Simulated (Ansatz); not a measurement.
# Tl3Ga2: the cost of one run

Computed with Ansatz 0.2.0 (DFT PBEsol, scalar-relativistic, plane waves, PAW, unless a step's input says otherwise).

1 further run of the same task is left out (set aside as unsound or not needed). Runs told in other sessions of the task aren't counted.

### 1 The system as given

The structure is trigonal, space group R-3m (No. 166). Conventional cell: a = 4.309 Å, b = 4.309 Å, c = 13.667 Å, α = 90.00°, β = 90.00°, γ = 120.00°. Around Li (site symmetry 3m) lie 4 Li at 2.63 to 2.67 Å and 4 Ga at 2.63 to 2.79 Å. Li (site symmetry -3m) has 6 Li at 2.67 Å and 2 Ga at 2.73 Å in its first shell of neighbours. Around Ga (site symmetry 3m) lie 5 Li at 2.63 to 2.79 Å and 3 Ga at 2.65 Å.

Coordinates:

```cif
data_structure
_symmetry_space_group_name_H-M 'R-3m:H'
_symmetry_Int_Tables_number 166
_cell_length_a 4.3092
_cell_length_b 4.3092
_cell_length_c 13.6673
_cell_angle_alpha 90.000
_cell_angle_beta 90.000
_cell_angle_gamma 120.000
_cell_volume 219.79
loop_
_atom_site_label
_atom_site_type_symbol
_atom_site_symmetry_multiplicity
_atom_site_Wyckoff_symbol
_atom_site_fract_x
_atom_site_fract_y
_atom_site_fract_z
_atom_site_occupancy
Li1 Li 6 c 0.66667 0.33333 0.73710 1
Li2 Li 3 a 0.00000 0.00000 0.00000 1
Ga1 Ga 6 c 0.00000 0.00000 0.80023 1
```

It is the result of an earlier relaxation at this level (volume 14.65 Å³/atom; gap on the mesh: none (metal)).

### 2 Swap Li → Tl

Tl3Ga2 starts from the relaxed positions of Li3Ga2, with all lengths scaled by 1.054, a guess from tabulated radii.

### 3 Probe: one point at the start (Tl3Ga2)

input.yaml

```yaml
crystal:
  lattice:
    - [2.2705814528, 1.310920813, 4.8009728323]
    - [-2.2705814528, 1.310920813, 4.8009728323]
    - [0.0, -2.621841626, 4.8009728323]
  atoms:
    - { symbol: Tl, position: [0.4037685603, 0.4037685603, 0.4037685603] }
    - { symbol: Tl, position: [0.5962314397, 0.5962314397, 0.5962314397] }
    - { symbol: Tl, position: [0.0, 0.0, 0.0] }
    - { symbol: Ga, position: [0.8002301188, 0.8002301188, 0.8002301188] }
    - { symbol: Ga, position: [0.1997698812, 0.1997698812, 0.1997698812] }
basis:
  ecutwfc: 420
kpoints:
  mp_grid: { grid: [6, 6, 6] }
hamiltonian:
  xc: pbesol
scf:
  occupations: { method: gaussian, width: 0.1 }
output:
  forces: true
  stress: true
  eigenvalues: true
```

On the command line:

```sh
ansatz run input.yaml --threads 1 --pin off --max-ram 2560MiB --backend cpu --events-out ev --progress --plain --runs-dir out
```

What time and memory should one allow on 1 thread of Arm Neoverse V2, shared host?

About 5.8 s, with a peak of 0.4 GiB.
